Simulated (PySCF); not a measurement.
# C5H2F4: the cost of one run

Programs: PySCF 2.14.0, with routines of our own; each step states its level. All values are computed. Atoms count from 0.

### Step 1. The starting structure

11 atoms, charge 0, multiplicity 1; geometry from: GFN2-xTB.

### Step 2. Magnetic properties: GIAO B3LYP/pcSseg-1

Job settings and geometry (Å):

```
{"job": {"kind": "mag", "xc": "B3LYP", "basis": "pcSseg-1", "isotopologues": 0}, "charge": 0, "multiplicity": 1}
C     -3.026749    -0.359290     0.420872
C     -1.856492    -0.121543     0.549867
C     -0.488597     0.160136     0.705474
C      0.424099    -0.101898    -0.230115
F      0.119357    -0.660258    -1.411579
C      1.899025     0.186403    -0.094392
F      2.178036     0.746031     1.091038
F      2.644964    -0.922315    -0.187061
F      2.340533     1.030732    -1.035676
H     -4.049758    -0.566279     0.313121
H     -0.178992     0.610950     1.637418
```

Method: GIAO B3LYP/pcSseg-1 magnetisability, rotational g tensor and spin-rotation constants, non-relativistic, gas phase.

Started as:

```
> OMP_NUM_THREADS=1 python excited_run.py task.json out
```

The driver reads the jobs from task.json and runs them one after another.

Q: Estimate the wall time and peak memory of this first job on 1 thread of AMD EPYC 9R14, shared host.

About 16 s, with a peak of 0.84 GiB.
